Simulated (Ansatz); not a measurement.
**LaP: how the settings move a single-point run**

How sensitive is a single-point run of LaP to its settings? A reference run comes first, then six runs with altered input. The cell is built on a prototype (CsCl type) and needn't be the phase found in nature.

Method: reference: DFT, r2SCAN, plane waves, PAW, in Ansatz 0.2.0.

1 further run of the same task is left out (for a known fault of the program).

## Step 1: The starting structure

The structure is cubic, space group Pm-3m (No. 221). Conventional cell: a = 3.650 Å, b = 3.650 Å, c = 3.650 Å, α = 90.00°, β = 90.00°, γ = 90.00°. La (site symmetry m-3m) has 8 P at 3.16 Å as nearest neighbours. Around P (site symmetry m-3m) lie 8 La at 3.16 Å.

Structure file:

```xyz
2
Lattice="3.6497 0.0000 0.0000 0.0000 3.6497 0.0000 0.0000 0.0000 3.6497" Properties=species:S:1:pos:R:3 pbc="T T T"
La    0.0000    0.0000    0.0000
P     1.8248    1.8248    1.8248
```

## Step 2: The reference run

The input, input.yaml:

```yaml
crystal:
  lattice:
    - [3.6496601442, 0.0, 0.0]
    - [0.0, 3.6496601442, 0.0]
    - [0.0, 0.0, 3.6496601442]
  atoms:
    - { symbol: La, position: [0.0, 0.0, 0.0] }
    - { symbol: P, position: [0.5, 0.5, 0.5] }
kpoints:
  mp_grid: { grid: [6, 6, 6] }
hamiltonian:
  xc: r2scan
scf:
  occupations: { method: fermi_dirac, width: 0.02 }
  n_extra_bands: 4
output:
  forces: true
  stress: true
  eigenvalues: true
```

The run is started by

```sh
ansatz run input.yaml --threads 4 --pin off --max-ram 3686MiB --backend cpu --events-out ev --progress --plain --runs-dir out
```

## Step 3: Changed: n_extra_bands 1

Edit input.yaml of step 2 so:

```diff
@@ -14,3 +14,3 @@
   occupations: { method: fermi_dirac, width: 0.02 }
-  n_extra_bands: 4
+  n_extra_bands: 1
 output:
```

## Step 4: Changed: ecutrho_ratio 8

Edit input.yaml of step 2 so:

```diff
@@ -15,2 +15,3 @@
   n_extra_bands: 4
+  max_iter: 89
 output:
@@ -19 +20,3 @@
   eigenvalues: true
+basis:
+  ecutrho_ratio: 8
```

## Step 5: Changed: occupations.method gaussian, occupations.width 0.05

Edit input.yaml of step 2 so:

```diff
@@ -13,3 +13,3 @@
 scf:
-  occupations: { method: fermi_dirac, width: 0.02 }
+  occupations: { method: gaussian, width: 0.05 }
   n_extra_bands: 4
```

## Step 6: Changed: xc_grid 3

Edit input.yaml of step 2 so:

```diff
@@ -19 +19,3 @@
   eigenvalues: true
+basis:
+  xc_grid: 3
```

## Step 7: The same system, input altered

Edit input.yaml of step 2 so:

```diff
@@ -15,2 +15,3 @@
   n_extra_bands: 4
+  max_iter: 64
 output:
@@ -19 +20,4 @@
   eigenvalues: true
+magnetization:
+  spin_polarized: true
+  initial_magnetization: 2.0
```

## Step 9: Changed: mp_grid.grid [3, 3, 3]

Edit input.yaml of step 2 so:

```diff
@@ -9,3 +9,3 @@
 kpoints:
-  mp_grid: { grid: [6, 6, 6] }
+  mp_grid: { grid: [3, 3, 3] }
 hamiltonian:
```

(Steps that only read results are left out.)

**Question.** What will these runs give? Wanted: for each run, ending; energy change; pressure; gap; force.

As calculated:

```
                                                   run     ending       energy change  pressure (GPa)  gap (eV)  force (eV/Å)  cycles   time
                                             reference  converged                   0             0.0      0.00          0.00       8  2.2 s
                                    1: n_extra_bands 1  converged        0.0 meV/atom             0.0      0.00          0.00       8  2.1 s
                                    2: ecutrho_ratio 8  converged        0.0 meV/atom             0.0      0.00          0.00       8  2.6 s
3: occupations.method gaussian, occupations.width 0.05  converged  0.0 meV/atom (σ→0)             0.0      0.00          0.00       8  1.9 s
                                          4: xc_grid 3  converged        0.0 meV/atom             0.0      0.00          0.00       8  1.7 s
     5: spin_polarized true, initial_magnetization 2.0  converged        0.0 meV/atom             0.0      0.00          0.00      16  5.2 s
                             6: mp_grid.grid [3, 3, 3]  converged      +69.0 meV/atom            -0.3      0.00          0.00       8  1.2 s
```

Residual by cycle in the longest SCF loop of each run; runs are numbered as in the table. The quantity is the density residual dr2, in eV.

```
cycle  reference    run 1    run 2    run 3    run 4    run 5    run 6
    1      0.184    0.184    0.184    0.184    0.184    0.876    0.173
    2     0.0426   0.0424   0.0429   0.0426   0.0426    0.113   0.0638
    4     6.5e-4   5.4e-4   6.5e-4   6.2e-4   6.5e-4    0.168  0.00212
    5     1.1e-4   1.2e-4   1.1e-4   1.0e-4   1.1e-4  0.00655   3.4e-4
    6     2.2e-6   1.5e-7   2.4e-6   1.7e-6   2.2e-6  0.00418   6.0e-6
    8    9.9e-11  2.0e-10  1.2e-10  1.0e-10  9.9e-11   8.4e-5   1.6e-8
    9          -        -        -        -        -   1.2e-5        -
   11          -        -        -        -        -   2.9e-8        -
   12          -        -        -        -        -   3.5e-9        -
   13          -        -        -        -        -  3.4e-10        -
   15          -        -        -        -        -  1.0e-11        -
   16          -        -        -        -        -  1.3e-12        -
```

What this shows: Of the variants the dearest is «spin_polarized true, initial_magnetization 2.0» (5.2 s), the cheapest «mp_grid.grid [3, 3, 3]» (1.2 s), on a shared host.
